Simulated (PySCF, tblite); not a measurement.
# C5H10AlFO: geometry, infrared bands and NMR shifts

Aim: predict the infrared bands and NMR shifts of C5H10AlFO (`C=C/C=C\[O+]([AlH3-])CF`).

Programs: tblite 0.8.0 and PySCF 2.14.0, with density-fitted response routines of our own. Each step states its level of theory. These are calculated values for one molecule in the gas phase, unless marked as measured. Atoms are numbered from 0 throughout.

### Step 1. The starting structure

18 atoms, charge 0, multiplicity 1; geometry from: force field or distance geometry start.

Bonds of the start (Å): C0–C1 1.34, C1–C2 1.45, C2–C3 1.34, C3–O4 1.42, O4–Al5 1.87, O4–C6 1.43, C6–F7 1.37, C0–H8 1.08, C0–H9 1.08, C1–H10 1.09, C2–H11 1.08, C3–H12 1.07, Al5–H13 1.59, Al5–H14 1.61, Al5–H15 1.60, C6–H16 1.12, C6–H17 1.11.

### Step 2. Optimising the geometry with GFN2-xTB

The job: settings as JSON, then the geometry in Å.

```
{"job": {"kind": "relax", "xc": "GFN2-xTB", "basis": "xTB"}, "charge": 0, "multiplicity": 1}
C      3.129600     0.604400    -0.517600
C      1.842900     0.349300    -0.247300
C      0.768000     0.902000    -1.054500
C     -0.531000     0.638800    -0.841800
O     -0.945300    -0.273500     0.160300
Al    -2.182900     0.334200     1.418000
C     -0.767600    -1.676300    -0.033000
F     -1.879800    -2.212500    -0.638000
H      3.911800     0.188800     0.102100
H      3.389900     1.231800    -1.353100
H      1.619800    -0.283000     0.615300
H      0.999900     1.597700    -1.850800
H     -1.286000     1.140800    -1.417200
H     -3.373700     1.080400     0.674500
H     -1.456100     1.359000     2.418700
H     -2.755800    -0.903700     2.259500
H     -0.610700    -2.173300     0.955200
H      0.118400    -1.898500    -0.662000
```

Started as:

```
$ OMP_NUM_THREADS=1 python probes_run.py task.json out
```

This one command runs all jobs of the session in turn.

**Question.** This job is followed by: GFN2-xTB harmonic vibrations, gas phase; GIAO PBE0/pcSseg-1 NMR shielding, non-relativistic, gas phase. What will the session give for the following? strongest single infrared mode (GFN2-xTB); zero-point energy (GFN2-xTB); 13C shifts against TMS (PBE0/pcSseg-1); 1H shifts against TMS (PBE0/pcSseg-1, means over atoms taken as alike); 17O shifts against H2O (PBE0/pcSseg-1); 27Al shifts against AlH4- (PBE0/pcSseg-1); 19F shifts against CFCl3 (PBE0/pcSseg-1).

The runs gave:

| quantity | value |
| --- | --- |
| strongest single infrared mode (GFN2-xTB) | 790 cm⁻¹, 464 km/mol |
| zero-point energy (GFN2-xTB) | 79.8 kcal/mol |
| 13C shifts against TMS (PBE0/pcSseg-1) | 145.5, 138.5, 136.5, 132.5, 110.5 ppm |
| 1H shifts against TMS (PBE0/pcSseg-1, means over atoms taken as alike) | 7.10, 6.64, 6.41, 6.03, 5.91, 5.88, 4.33 ppm |
| 17O shifts against H2O (PBE0/pcSseg-1) | 105.2 ppm |
| 27Al shifts against AlH4- (PBE0/pcSseg-1) | 82.2 ppm |
| 19F shifts against CFCl3 (PBE0/pcSseg-1) | -171.5 ppm |

**Reading.** Relaxing lowered the energy by 0.653 eV in 147 steps; the close pair that moved most is O4–C6, from 1.427 to 1.381 Å. No mode is imaginary among the 48: a minimum at this level. The strongest single mode, at 790 cm⁻¹, has its largest shares on H12, H14 and H13 (the list is cut at 3 atoms). GFN2-xTB is a fitted tight-binding method: band positions and strengths are rough. Its intensities can rank the bands wrongly. At PBE0/pcSseg-1: Shielding is most anisotropic at C1 (span 242 ppm, paramagnetic term -207 ppm).
